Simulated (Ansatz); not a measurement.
# TiN radical: how energies converge with the basis set

The task here is to estimate one member of a computed series from the others.

Computed with Ansatz 0.2.0, Gaussian basis. Level: one geometry, several basis sets.

The runs, in order: PBE0-D4/def2-SVP; ωB97M-V/def2-SVP; PBE0-D4/def2-QZVPP; ωB97M-V/def2-QZVPP; the functionals' def2-TZVPP values are taken from earlier runs.

## The geometry

The geometry comes from an earlier relaxation with PBE0-D4 in a triple-zeta def2 set; it is a stationary point.

SMILES `[N]#[Ti]`, 2 atoms, charge 0, spin multiplicity 2.

Atoms are counted from 1 here; the program's logs count them from 0.

Bond lengths: N1–Ti2 1.542 Å.

Set-up of the first run:

in.yaml reads:

```yaml
crystal:
  periodic: [false, false, false]
  atoms:
    - {symbol: N, position_ang: [0.658154, -0.217794, 0.337785]}
    - {symbol: Ti, position_ang: [-0.658154, 0.217794, -0.337785]}
basis:
  gaussian: {orbitals: def2-SVP}
magnetization: {spin_polarized: true, initial_magnetization: 1}
hamiltonian: {xc: pbe0, dispersion: d4}
output: {orbitals: {seedname: orbitals}}
```

Launch:

```console
ansatz run in.yaml --threads 2 --pin off --events-out ev --progress --plain --max-ram 22528MiB --backend cpu
```

Steps of the session up to this table: PBE0-D4 in def2-SVP; ωB97M-V in def2-SVP; PBE0-D4 in def2-QZVPP; ωB97M-V in def2-QZVPP.

One of the session's tables, all rows but one given; the rest of the session is left out.

It belongs to the step «Density functionals: the series». 

| functional | basis | HOMO (eV) | LUMO (eV) |
| --- | --- | --- | --- |
| PBE0-D4 | def2-SVP | -4.72 | -2.19 |
| PBE0-D4 | def2-TZVPP | -4.98 | -2.48 |
| PBE0-D4 | def2-QZVPP | ? | ? |
| ωB97M-V | def2-SVP | -6.39 | -0.52 |
| ωB97M-V | def2-TZVPP | -6.65 | -0.72 |
| ωB97M-V | def2-QZVPP | -6.65 | -0.79 |

Estimate the missing values for PBE0-D4, def2-QZVPP.

The run gave: HOMO (eV): -4.99; LUMO (eV): -2.49. In the column «HOMO (eV)» it lies between ωB97M-V, def2-SVP (-6.39) and PBE0-D4, def2-TZVPP (-4.98).
